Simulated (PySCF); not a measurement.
# doublet InCNClF+ at UHF/3-21G (preoptimised minimum)

Aim: an optimisation with harmonic vibrations of doublet InCNClF+. Input form: a Python script.

Program for the calculation: PySCF 2.14.0.

1 further run of the same task is left out (for a faulty analytic Hessian).

### 1 Starting point

InCNClF+ has 5 atoms, charge +1, and is taken as a doublet. As SMILES of the parent species, `N#[C][In]([F])[Cl]`. All atoms were displaced at random from a relaxed shape. That shape belongs to the parent species and isn't relaxed for this state. The run starts from this shape.

Bond lengths: N1–C2 1.109 Å, C2–In3 2.105 Å, In3–F4 1.970 Å, In3–Cl5 2.260 Å. Angles: N1–C2–In3 176.4°, C2–In3–F4 117.6°, C2–In3–Cl5 126.7°, F4–In3–Cl5 115.7°.

### 2 An optimisation with harmonic vibrations at UHF/3-21G (preoptimised minimum)

Contents of job.py:

```python
import numpy
from pyscf import gto, symm
from pyscf.hessian import thermo
from pyscf.geomopt.geometric_solver import kernel as optimise

system = gto.M(
    atom=[
    ('N', (-1.374565, 1.483570, 1.637117)),
    ('C', (-0.784856, 0.817769, 0.974051)),
    ('In', (0.323397, -0.353420, -0.379744)),
    ('F', (0.450284, -2.286396, -0.022481)),
    ('Cl', (1.433240, 0.379303, -2.207259)),
],
    charge=1,
    basis='3-21g',
    spin=1,
    max_memory=1860,
    verbose=3,
)

calc0 = system.UHF()
calc0.conv_tol = 1e-10
calc0 = calc0.newton()
converged, mol_eq = optimise(calc0, maxsteps=80)
print('converged:', converged)
print(mol_eq.tostring())

calc0.reset(mol_eq)
system = mol_eq
calc0.kernel()
energy = calc0.e_tot
print('E = %.10f Eh' % energy)
hess = calc0.Hessian().kernel()
modes = thermo.harmonic_analysis(system, hess)
print('frequencies (1/cm)', numpy.round(modes['freq_wavenumber'], 1))
symm.geom.TOLERANCE = 1e-3  # for the symmetry number
th = thermo.thermo(calc0, modes['freq_au'], 298.15, 101325)
thermo.dump_thermo(system, th)
```

Command:

```
$ OMP_NUM_THREADS=1 python job.py
```

Output:

```text
maxiter                   80
----------------------------------------------------------
Custom engine selected.
Bonds will be generated from interatomic distances less than 1.20 times sum of covalent radii
15 internal coordinates being used (instead of 15 Cartesians)
Internal coordinate system (atoms numbered from 1):
Distance 1-2
Distance 2-3
Distance 3-4
Distance 3-5
Angle 2-3-5
Angle 4-3-5
LinearAngleX 1-2-3
LinearAngleY 1-2-3
Out-of-Plane 3-2-4-5
Translation-X 1-5
Translation-Y 1-5
Translation-Z 1-5
Rotation-A 1-5
Rotation-B 1-5
Rotation-C 1-5
> ===== Optimization Info: ====
> Job type: Energy minimization
> Maximum number of optimization cycles: 80
> Initial / maximum trust radius (Angstrom): 0.100 / 0.300
> Convergence Criteria:
> Will converge when all 5 criteria are reached:
>  |Delta-E| < 1.00e-06
>  RMS-Grad  < 3.00e-04
>  Max-Grad  < 4.50e-04
>  RMS-Disp  < 1.20e-03
>  Max-Disp  < 1.80e-03
> === End Optimization Info ===

Geometry optimization cycle 1
Cartesian coordinates (Angstrom)
 Atom        New coordinates             dX        dY        dZ
   N  -1.374565   1.483570   1.637117    0.000000  0.000000  0.000000
   C  -0.784856   0.817769   0.974051    0.000000  0.000000  0.000000
  In   0.323397  -0.353420  -0.379744    0.000000  0.000000  0.000000
   F   0.450284  -2.286396  -0.022481    0.000000  0.000000  0.000000
  Cl   1.433240   0.379303  -2.207259    0.000000  0.000000  0.000000

WARN: Mole.unit (angstrom) is changed to Bohr

converged SCF energy = -6362.39977019432  <S^2> = 1.0031601  2S+1 = 2.2388927
--------------- SecondOrderUHF_Scanner gradients ---------------
         x                y                z
0 N     0.0726635112    -0.0805303831    -0.0839982278
1 C    -0.0501037796     0.0568211078     0.0576833112
2 In    -0.0178762341     0.0878949969     0.0009606518
3 F     0.0084132791    -0.0472176082     0.0011952480
4 Cl    -0.0130967766    -0.0169681133     0.0241590168
----------------------------------------------
cycle 1: E = -6362.39977019  dE = -6362.4  norm(grad) = 0.198187
Step    0 : Gradient = 8.863e-02/1.372e-01 (rms/max) Energy = -6362.3997701943
Hessian Eigenvalues: 4.50000e-02 5.00000e-02 5.00000e-02 ... 2.50000e-01 2.50000e-01 1.67599e+00

Geometry optimization cycle 2
Cartesian coordinates (Angstrom)
 Atom        New coordinates             dX        dY        dZ
   N  -1.425317   1.463180   1.719580   -0.050752 -0.020390  0.082463
   C  -0.807770   0.803098   1.007072   -0.022914 -0.014671  0.033021
  In   0.378734  -0.400258  -0.440338    0.055337 -0.046838 -0.060594
   F   0.389330  -2.199037   0.041172   -0.060954  0.087359  0.063653
  Cl   1.512522   0.373843  -2.325803    0.079282 -0.005460 -0.118544
converged SCF energy = -6362.42131439303  <S^2> = 1.1035805  2S+1 = 2.3268696
--------------- SecondOrderUHF_Scanner gradients ---------------
         x                y                z
0 N     0.0199581603    -0.0199617354    -0.0243694210
1 C    -0.0142650016     0.0123001184     0.0185456326
2 In    -0.0102480768     0.0020358251     0.0138569448
3 F     0.0035937096     0.0120114863    -0.0084824055
4 Cl     0.0009612084    -0.0063856944     0.0004492491
----------------------------------------------
cycle 2: E = -6362.42131439  dE = -0.0215442  norm(grad) = 0.0515909
Step    1 : Displace = 1.061e-01/1.427e-01 (rms/max) Trust = 1.000e-01 (=) Grad = 2.307e-02/3.729e-02 (rms/max) E (change) = -6362.4213143930 (-2.154e-02) Quality = 0.921
Hessian Eigenvalues: 4.49994e-02 5.00000e-02 5.00000e-02 ... 2.50000e-01 2.69236e-01 1.39231e+00

Geometry optimization cycle 3
Cartesian coordinates (Angstrom)
 Atom        New coordinates             dX        dY        dZ
   N  -1.443420   1.446027   1.749277   -0.018104 -0.017152  0.029696
   C  -0.808287   0.802384   1.004300   -0.000517 -0.000714 -0.002772
  In   0.428522  -0.417781  -0.490912    0.049788 -0.017523 -0.050575
   F   0.335242  -2.217456   0.119683   -0.054089 -0.018420  0.078511
  Cl   1.535444   0.427653  -2.380664    0.022922  0.053809 -0.054861
converged SCF energy = -6362.42470672233  <S^2> = 1.1587672  2S+1 = 2.37383
--------------- SecondOrderUHF_Scanner gradients ---------------
         x                y                z
0 N    -0.0000568055     0.0011481827    -0.0006498168
1 C    -0.0005640356    -0.0029736071     0.0021877301
2 In    -0.0039217547     0.0189841591     0.0010582761
3 F     0.0010673945    -0.0147374473     0.0021021330
4 Cl     0.0034752012    -0.0024212874    -0.0046983224
----------------------------------------------
cycle 3: E = -6362.42470672  dE = -0.00339233  norm(grad) = 0.0255999
Step    2 : Displace = 6.737e-02/9.910e-02 (rms/max) Trust = 1.414e-01 (+) Grad = 1.145e-02/1.941e-02 (rms/max) E (change) = -6362.4247067223 (-3.392e-03) Quality = 1.007
Hessian Eigenvalues: 4.50579e-02 5.00000e-02 5.00000e-02 ... 2.55296e-01 3.34954e-01 1.41985e+00

Geometry optimization cycle 4
Cartesian coordinates (Angstrom)
 Atom        New coordinates             dX        dY        dZ
   N  -1.430636   1.425122   1.744780    0.012784 -0.020906 -0.004496
   C  -0.794678   0.789789   0.981511    0.013609 -0.012595 -0.022789
  In   0.444682  -0.451546  -0.521314    0.016161 -0.033765 -0.030401
   F   0.301216  -2.191699   0.169656   -0.034026  0.025758  0.049973
  Cl   1.526917   0.469161  -2.372950   -0.008527  0.041508  0.007714
converged SCF energy = -6362.42614677674  <S^2> = 1.1776369  2S+1 = 2.3896752
--------------- SecondOrderUHF_Scanner gradients ---------------
         x                y                z
0 N    -0.0066253107     0.0072917105     0.0075622003
1 C     0.0054630745    -0.0086257015    -0.0053360038
2 In    -0.0010736090     0.0031685378     0.0004772081
3 F     0.0008728128     0.0007722454    -0.0014439599
4 Cl     0.0013630325    -0.0026067922    -0.0012594447
----------------------------------------------
cycle 4: E = -6362.42614678  dE = -0.00144005  norm(grad) = 0.0176656
Step    3 : Displace = 4.467e-02/6.660e-02 (rms/max) Trust = 2.000e-01 (+) Grad = 7.900e-03/1.242e-02 (rms/max) E (change) = -6362.4261467767 (-1.440e-03) Quality = 1.260
Hessian Eigenvalues: 4.51471e-02 5.00000e-02 5.00000e-02 ... 2.53277e-01 4.02224e-01 1.49760e+00

Geometry optimization cycle 5
Cartesian coordinates (Angstrom)
 Atom        New coordinates             dX        dY        dZ
   N  -1.413957   1.427678   1.719532    0.016679  0.002556 -0.025248
   C  -0.779847   0.790996   0.956618    0.014832  0.001207 -0.024893
  In   0.458514  -0.490846  -0.523773    0.013832 -0.039300 -0.002460
   F   0.286467  -2.212282   0.194452   -0.014749 -0.020583  0.024796
  Cl   1.496322   0.525281  -2.345145   -0.030594  0.056120  0.027804
converged SCF energy = -6362.42689339924  <S^2> = 1.1720052  2S+1 = 2.3849572
--------------- SecondOrderUHF_Scanner gradients ---------------
         x                y                z
0 N    -0.0061602942     0.0063322883     0.0073746240
1 C     0.0050207436    -0.0069822991    -0.0055548913
2 In     0.0002667264    -0.0008229878     0.0000072208
3 F     0.0005603881     0.0035940802    -0.0018782900
4 Cl     0.0003124361    -0.0021210816     0.0000513366
----------------------------------------------
cycle 5: E = -6362.4268934  dE = -0.000746623  norm(grad) = 0.0161045
Step    4 : Displace = 4.383e-02/6.771e-02 (rms/max) Trust = 2.828e-01 (+) Grad = 7.202e-03/1.151e-02 (rms/max) E (change) = -6362.4268933992 (-7.466e-04) Quality = 1.560
Hessian Eigenvalues: 3.75943e-02 4.68072e-02 5.00000e-02 ... 2.51136e-01 4.12793e-01 1.33103e+00

Geometry optimization cycle 6
Cartesian coordinates (Angstrom)
 Atom        New coordinates             dX        dY        dZ
   N  -1.375278   1.450569   1.668616    0.038679  0.022892 -0.050917
   C  -0.756996   0.798224   0.914077    0.022851  0.007229 -0.042541
  In   0.452979  -0.559009  -0.525783   -0.005535 -0.068163 -0.002009
   F   0.287686  -2.271363   0.220412    0.001219 -0.059081  0.025960
  Cl   1.439109   0.622404  -2.275639   -0.057213  0.097123  0.069507
converged SCF energy = -6362.42751801075  <S^2> = 1.1505465  2S+1 = 2.3668938
--------------- SecondOrderUHF_Scanner gradients ---------------
         x                y                z
0 N    -0.0016143977     0.0009038582     0.0022854120
1 C     0.0013492545    -0.0005501379    -0.0018342598
2 In     0.0002828213    -0.0015757098    -0.0007975419
3 F     0.0001788066     0.0018840825    -0.0004296714
4 Cl    -0.0001964848    -0.0006620930     0.0007760610
----------------------------------------------
cycle 6: E = -6362.42751801  dE = -0.000624612  norm(grad) = 0.00470941
Step    5 : Displace = 8.164e-02/1.287e-01 (rms/max) Trust = 3.000e-01 (+) Grad = 2.106e-03/2.940e-03 (rms/max) E (change) = -6362.4275180107 (-6.246e-04) Quality = 1.108
Hessian Eigenvalues: 3.65605e-02 4.93698e-02 5.00000e-02 ... 2.53421e-01 3.99497e-01 1.29135e+00

Geometry optimization cycle 7
Cartesian coordinates (Angstrom)
 Atom        New coordinates             dX        dY        dZ
   N  -1.375780   1.461653   1.648488   -0.000502  0.011084 -0.020128
   C  -0.751162   0.799513   0.910960    0.005834  0.001289 -0.003117
  In   0.473695  -0.566006  -0.502586    0.020716 -0.006997  0.023197
   F   0.284789  -2.292452   0.209736   -0.002896 -0.021089 -0.010676
  Cl   1.415957   0.638118  -2.264914   -0.023152  0.015714  0.010724
converged SCF energy = -6362.42756156351  <S^2> = 1.1444716  2S+1 = 2.3617549
--------------- SecondOrderUHF_Scanner gradients ---------------
         x                y                z
0 N     0.0001890677    -0.0008889949     0.0002331065
1 C    -0.0003638691     0.0011645860    -0.0004350582
2 In     0.0007211520    -0.0005199076     0.0003152229
3 F    -0.0002685244     0.0003822762    -0.0001730146
4 Cl    -0.0002778262    -0.0001379598     0.0000597433
----------------------------------------------
cycle 7: E = -6362.42756156  dE = -4.35528e-05  norm(grad) = 0.00194834
Step    6 : Displace = 2.466e-02/3.131e-02 (rms/max) Trust = 3.000e-01 (=) Grad = 8.713e-04/1.295e-03 (rms/max) E (change) = -6362.4275615635 (-4.355e-05) Quality = 0.780
Hessian Eigenvalues: 3.88212e-02 5.00000e-02 5.00000e-02 ... 2.51838e-01 3.87637e-01 1.30696e+00

Geometry optimization cycle 8
Cartesian coordinates (Angstrom)
 Atom        New coordinates             dX        dY        dZ
   N  -1.369452   1.471358   1.644967    0.006328  0.009705 -0.003521
   C  -0.752574   0.798517   0.911548   -0.001412 -0.000996  0.000588
  In   0.458418  -0.571117  -0.506285   -0.015277 -0.005111 -0.003699
   F   0.295489  -2.301017   0.207108    0.010700 -0.008565 -0.002628
  Cl   1.415618   0.643085  -2.255654   -0.000339  0.004967  0.009260
converged SCF energy = -6362.42758970627  <S^2> = 1.1431939  2S+1 = 2.3606727
--------------- SecondOrderUHF_Scanner gradients ---------------
         x                y                z
0 N     0.0006462113    -0.0012941082    -0.0005013214
1 C    -0.0005639136     0.0014966829     0.0002637893
2 In    -0.0001074789     0.0000981069     0.0002150470
3 F    -0.0000516626    -0.0004150944     0.0001776362
4 Cl     0.0000768436     0.0001144129    -0.0001551511
----------------------------------------------
cycle 8: E = -6362.42758971  dE = -2.81428e-05  norm(grad) = 0.00229963
Step    7 : Displace = 1.204e-02/1.619e-02 (rms/max) Trust = 3.000e-01 (=) Grad = 1.028e-03/1.621e-03 (rms/max) E (change) = -6362.4275897063 (-2.814e-05) Quality = 1.204
Hessian Eigenvalues: 3.88648e-02 5.00000e-02 5.00000e-02 ... 2.51070e-01 4.04543e-01 1.32011e+00

Geometry optimization cycle 9
Cartesian coordinates (Angstrom)
 Atom        New coordinates             dX        dY        dZ
   N  -1.368242   1.477883   1.642199    0.001210  0.006525 -0.002768
   C  -0.753784   0.795917   0.914618   -0.001210 -0.002600  0.003070
  In   0.454919  -0.571970  -0.505635   -0.003499 -0.000852  0.000649
   F   0.299911  -2.304275   0.203232    0.004421 -0.003258 -0.003876
  Cl   1.414696   0.643270  -2.252729   -0.000922  0.000185  0.002925
converged SCF energy = -6362.42760119086  <S^2> = 1.144714  2S+1 = 2.3619602
--------------- SecondOrderUHF_Scanner gradients ---------------
         x                y                z
0 N     0.0003283309    -0.0007167564    -0.0002618157
1 C    -0.0002230376     0.0007976550     0.0001049485
2 In    -0.0002522430     0.0002162513     0.0001619371
3 F     0.0000373030    -0.0003399556     0.0001096901
4 Cl     0.0001096468     0.0000428058    -0.0001147600
----------------------------------------------
cycle 9: E = -6362.42760119  dE = -1.14846e-05  norm(grad) = 0.00129605
Step    8 : Displace = 5.239e-03/7.292e-03 (rms/max) Trust = 3.000e-01 (=) Grad = 5.796e-04/8.349e-04 (rms/max) E (change) = -6362.4276011909 (-1.148e-05) Quality = 1.452
Hessian Eigenvalues: 4.23975e-02 5.00000e-02 5.00000e-02 ... 2.50798e-01 3.86616e-01 1.24662e+00

Geometry optimization cycle 10
Cartesian coordinates (Angstrom)
 Atom        New coordinates             dX        dY        dZ
   N  -1.366611   1.485110   1.636541    0.001630  0.007227 -0.005658
   C  -0.753881   0.792586   0.916801   -0.000097 -0.003331  0.002183
  In   0.455263  -0.574950  -0.503677    0.000344 -0.002981  0.001958
   F   0.302338  -2.309005   0.200173    0.002427 -0.004730 -0.003059
  Cl   1.410392   0.647085  -2.248154   -0.004303  0.003815  0.004575
converged SCF energy = -6362.42760725821  <S^2> = 1.1461428  2S+1 = 2.3631698
--------------- SecondOrderUHF_Scanner gradients ---------------
         x                y                z
0 N    -0.0000209054    -0.0000524114     0.0000304867
1 C     0.0000921471     0.0000442693    -0.0001014712
2 In    -0.0001646888     0.0001186136     0.0000916912
3 F     0.0000520117    -0.0000961533    -0.0000029314
4 Cl     0.0000414355    -0.0000143182    -0.0000177753
----------------------------------------------
cycle 10: E = -6362.42760726  dE = -6.06735e-06  norm(grad) = 0.000297753
Step    9 : Displace = 6.435e-03/9.550e-03 (rms/max) Trust = 3.000e-01 (=) Grad = 1.332e-04/2.227e-04 (rms/max) E (change) = -6362.4276072582 (-6.067e-06) Quality = 1.167
Hessian Eigenvalues: 3.88478e-02 4.99998e-02 5.00000e-02 ... 2.50642e-01 3.82627e-01 1.26067e+00

Geometry optimization cycle 11
Cartesian coordinates (Angstrom)
 Atom        New coordinates             dX        dY        dZ
   N  -1.366352   1.485940   1.635131    0.000259  0.000830 -0.001410
   C  -0.753620   0.791621   0.916978    0.000262 -0.000965  0.000176
  In   0.456774  -0.575874  -0.503425    0.001511 -0.000924  0.000252
   F   0.301576  -2.309530   0.200551   -0.000761 -0.000525  0.000378
  Cl   1.409122   0.648668  -2.247550   -0.001270  0.001583  0.000603
converged SCF energy = -6362.42760788788  <S^2> = 1.1462423  2S+1 = 2.363254
--------------- SecondOrderUHF_Scanner gradients ---------------
         x                y                z
0 N    -0.0000824278     0.0000787734     0.0000905772
1 C     0.0001090973    -0.0000860693    -0.0001172201
2 In    -0.0000543084     0.0000239210     0.0000429106
3 F     0.0000201570    -0.0000078861    -0.0000167055
4 Cl     0.0000074820    -0.0000087390     0.0000004379
----------------------------------------------
cycle 11: E = -6362.42760789  dE = -6.29676e-07  norm(grad) = 0.000245963
Step   10 : Displace = 1.576e-03/2.078e-03 (rms/max) Trust = 3.000e-01 (=) Grad = 1.100e-04/1.818e-04 (rms/max) E (change) = -6362.4276078879 (-6.297e-07) Quality = 1.235
Hessian Eigenvalues: 3.55141e-02 4.99999e-02 5.00000e-02 ... 2.50428e-01 3.84860e-01 1.28246e+00

Geometry optimization cycle 12
Cartesian coordinates (Angstrom)
 Atom        New coordinates             dX        dY        dZ
   N  -1.366317   1.485717   1.634929    0.000035 -0.000224 -0.000202
   C  -0.753525   0.791353   0.916932    0.000095 -0.000268 -0.000046
  In   0.457423  -0.576057  -0.503579    0.000649 -0.000183 -0.000154
   F   0.300975  -2.309308   0.201088   -0.000601  0.000222  0.000538
  Cl   1.408944   0.649121  -2.247686   -0.000178  0.000453 -0.000136
converged SCF energy = -6362.42760796841  <S^2> = 1.1460035  2S+1 = 2.3630519
--------------- SecondOrderUHF_Scanner gradients ---------------
         x                y                z
0 N    -0.0000437126     0.0000464596     0.0000479063
1 C     0.0000486300    -0.0000471437    -0.0000538259
2 In    -0.0000056864    -0.0000038518     0.0000115325
3 F     0.0000022595     0.0000054836    -0.0000066522
4 Cl    -0.0000014905    -0.0000009477     0.0000010393
----------------------------------------------
cycle 12: E = -6362.42760797  dE = -8.05248e-08  norm(grad) = 0.000118797
Step   11 : Displace = 5.669e-04/8.401e-04 (rms/max) Trust = 3.000e-01 (=) Grad = 5.313e-05/8.651e-05 (rms/max) E (change) = -6362.4276079684 (-8.052e-08) Quality = 1.145
Hessian Eigenvalues: 3.55141e-02 4.99999e-02 5.00000e-02 ... 2.50428e-01 3.84860e-01 1.28246e+00
Converged! =D

converged: True
N          -1.36631740        1.48571672        1.63492868
C          -0.75352481        0.79135306        0.91693200
In          0.45742289       -0.57605709       -0.50357883
F           0.30097501       -2.30930756        0.20108846
Cl          1.40894432        0.64912087       -2.24768632

converged SCF energy = -6362.42760796839  <S^2> = 1.1460052  2S+1 = 2.3630533
E = -6362.4276079684 Eh
frequencies (1/cm) [  64.5   93.5  114.8  304.2  309.1  321.3  407.8  768.2 1928.2]
temperature 298.1500 [K]
pressure 101325.00 [Pa]
Rotational constants [GHz] 2.80111 1.69711 1.05682
Symmetry number 1
Zero-point energy (ZPE) 0.00982 [Eh]   25788.532 [J/mol]
                           tot       elec      trans        rot        vib
Entropy [J/mol/K]       368.037      5.763    174.527    119.452     68.295
Cv [J/mol/K]             79.297      0.000     12.472     12.472     54.353
Cp [J/mol/K]             87.611      0.000     20.786     12.472     54.353
Internal energy [J/mol]                      3718.434   3718.434  35942.980
Internal energy [Eh]   -6362.41109  -6362.42761
Enthalpy [J/mol]                             6197.391   3718.434  35942.980
Enthalpy [Eh]          -6362.41014
Gibbs free energy [J/mol]                  -45837.898 -31896.043  15580.721
Gibbs free energy [Eh] -6362.45194
```

It took 67 s on 1 thread of Arm Neoverse V2, shared host; peak memory 0.18 GiB.

### 3 Results

Level: UHF/3-21G (preoptimised minimum).

```
                                                 quantity             value
                                             total energy    -6362.42761 Eh
                       HOMO energy (highest over α and β)         -17.30 eV
                        LUMO energy (lowest over α and β)          -8.13 eV
                                                     ⟨S²⟩             1.146
                               lowest harmonic wavenumber           64 cm⁻¹
                              highest harmonic wavenumber         1928 cm⁻¹
                                        zero-point energy       25.8 kJ/mol
ideal-gas entropy at 298.15 K (symmetry number 1 as used)  88.0 cal/(mol K)
```

**Reading.** At the final geometry: Bond lengths: N1–C2 1.172 Å, C2–In3 2.314 Å, In3–F4 1.878 Å, In3–Cl5 2.334 Å. Angles: N1–C2–In3 179.9°, C2–In3–F4 105.8°, C2–In3–Cl5 111.2°, F4–In3–Cl5 143.0°. ⟨S²⟩ is 1.15 where a pure doublet has 0.75: the reference is spin-contaminated. All 9 modes are real, so the shape is a minimum at this level. Mulliken charges run from -0.48 on F4 to +1.67 on In3. Relativity is left out although the molecule holds a heavy atom.
